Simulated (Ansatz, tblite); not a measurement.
**C15H7N5S5: a ladder of methods and basis sets**

The task here is to estimate one member of a computed series from the others.

The runs use Ansatz 0.2.0, Gaussian basis; as each input shows.

The runs, in order: GFN1-xTB, GFN2-xTB, PBE-D4/def2-TZVP, r2SCAN-D4/def2-TZVP, PBE+5HF/def2-SVP, PBE+10HF/def2-SVP, PBE+15HF/def2-SVP, PBE+35HF/def2-SVP, PBE+50HF/def2-SVP, PBE-D4/def2-SVP, PBE0-D4/def2-SVP.

1 further run of the same task is left out (set aside as unsound or not needed). Runs told in other sessions of the task aren't counted.

## The relaxed structure

The geometry is that of the singlet, from an earlier relaxation (r2SCAN-D4/def2-SVP).

SMILES `c1csc(-c2cnc(-c3cnc(-c4cnc(-c5cncs5)s4)s3)s2)n1`, 32 atoms, charge 0, spin multiplicity 1.

Bond lengths: C1–C2 1.377 Å, C1–N25 1.359 Å, C1–H26 1.093 Å, C2–S3 1.722 Å, C2–H27 1.090 Å, S3–C4 1.760 Å, C4–C5 1.442 Å, C4–N25 1.314 Å, C5–C6 1.391 Å, C5–S24 1.738 Å, C6–N7 1.348 Å, C6–H28 1.092 Å, N7–C8 1.317 Å, C8–C9 1.437 Å, C8–S24 1.762 Å, C9–C10 1.393 Å, C9–S23 1.738 Å, C10–N11 1.347 Å and more. Angles: C2–C1–N25 116.1°, C2–C1–H26 124.2°, N25–C1–H26 119.7°, C1–C2–S3 109.7°, C1–C2–H27 128.9°, S3–C2–H27 121.4°, C2–S3–C4 89.0°, S3–C4–C5 122.7°, S3–C4–N25 113.9°, C5–C4–N25 123.4°, C4–C5–C6 126.5°, C4–C5–S24 124.5°, C6–C5–S24 109.0°, C5–C6–N7 116.3°, C5–C6–H28 122.5°, N7–C6–H28 121.1°, C6–N7–C8 111.7°, N7–C8–C9 123.4° and more.

PBE0-D4/def2-TZVP was run before; its log isn't repeated, and its numbers join the tables.

The first run:

Tight binding, by tblite at 300 K electronic temperature and without a spin-polarisation term:

```python
tblite.interface.Calculator('GFN1-xTB', numbers, positions, charge=0, uhf=0).singlepoint()
```

Tight binding, by tblite at 300 K electronic temperature and without a spin-polarisation term:

```python
tblite.interface.Calculator('GFN2-xTB', numbers, positions, charge=0, uhf=0).singlepoint()
```

start.molden holds the orbitals of an earlier run on this state, given as this run's starting guess.

in.yaml

```yaml
crystal:
  periodic: [false, false, false]
  atoms:
    - {symbol: C, position_ang: [8.087159, 0.928141, 1.371693]}
    - {symbol: C, position_ang: [7.590501, 1.664318, 2.424567]}
    - {symbol: S, position_ang: [5.869035, 1.645332, 2.386863]}
    - {symbol: C, position_ang: [5.942318, 0.639783, 0.944372]}
    - {symbol: C, position_ang: [4.761911, 0.170298, 0.261802]}
    - {symbol: C, position_ang: [4.727295, -0.621343, -0.881614]}
    - {symbol: N, position_ang: [3.504433, -0.942538, -1.350130]}
    - {symbol: C, position_ang: [2.547593, -0.425509, -0.607012]}
    - {symbol: C, position_ang: [1.148099, -0.609936, -0.878622]}
    - {symbol: C, position_ang: [0.602926, -1.337827, -1.934187]}
    - {symbol: N, position_ang: [-0.741645, -1.379268, -1.998818]}
    - {symbol: C, position_ang: [-1.298531, -0.699593, -1.016787]}
    - {symbol: C, position_ang: [-2.720468, -0.578559, -0.846317]}
    - {symbol: C, position_ang: [-3.698995, -1.140292, -1.663187]}
    - {symbol: N, position_ang: [-4.977851, -0.896665, -1.314399]}
    - {symbol: C, position_ang: [-5.055011, -0.150234, -0.233375]}
    - {symbol: C, position_ang: [-6.301130, 0.262827, 0.361251]}
    - {symbol: C, position_ang: [-7.576916, -0.049796, -0.092266]}
    - {symbol: N, position_ang: [-8.604098, 0.456585, 0.637080]}
    - {symbol: C, position_ang: [-8.164609, 1.155009, 1.646136]}
    - {symbol: S, position_ang: [-6.430036, 1.249172, 1.784897]}
    - {symbol: S, position_ang: [-3.490790, 0.307592, 0.434877]}
    - {symbol: S, position_ang: [-0.141988, 0.054261, 0.078517]}
    - {symbol: S, position_ang: [3.133961, 0.519214, 0.759413]}
    - {symbol: N, position_ang: [7.164754, 0.360512, 0.551476]}
    - {symbol: H, position_ang: [9.151741, 0.783442, 1.171160]}
    - {symbol: H, position_ang: [8.135443, 2.202375, 3.199527]}
    - {symbol: H, position_ang: [5.632896, -0.970207, -1.382235]}
    - {symbol: H, position_ang: [1.220584, -1.850617, -2.674483]}
    - {symbol: H, position_ang: [-3.457451, -1.745557, -2.539416]}
    - {symbol: H, position_ang: [-7.760021, -0.662510, -0.977059]}
    - {symbol: H, position_ang: [-8.801119, 1.661577, 2.376297]}
basis:
  gaussian: {orbitals: def2-TZVP, fitting: {mean_field: def2-universal-jkfit}, initial_orbitals: start.molden}
hamiltonian: {xc: pbe, dispersion: d4}
scf: {omitted_lower_state_checks: [starts]}
output: {orbitals: {seedname: orbitals}}
```

The run is started by

```sh
$ ansatz run in.yaml --threads 2 --pin off --events-out ev --progress --plain --max-ram 22528MiB --backend cuda --devices 0, --max-vram 18GiB
```

Steps of the session up to this table: PBE-D4/def2-TZVP; r2SCAN-D4/def2-TZVP; PBE+5HF/def2-SVP; PBE+10HF/def2-SVP; PBE+15HF/def2-SVP; PBE+35HF/def2-SVP; PBE+50HF/def2-SVP; PBE-D4/def2-SVP; PBE0-D4/def2-SVP.

One of the session's tables, all rows but one given; the rest of the session is left out.

It belongs to the step «Binding energy». 

| level | binding an atom (eV) |
| --- | --- |
| PBE-D4/def2-SVP | ? |
| PBE-D4/def2-TZVP | 5.396 |
| r2SCAN-D4/def2-TZVP | 5.126 |
| PBE0-D4/def2-SVP | 5.256 |
| PBE0-D4/def2-TZVP | 5.194 |

**Question.** Estimate the row for PBE-D4/def2-SVP.

The run gave: binding an atom (eV): 5.465. In the column «binding an atom (eV)» it is the highest.

To keep in mind: Free atoms were run apart at each level; binding is atoms less cluster, divided by the number of atoms, without zero-point or spin-orbit terms.
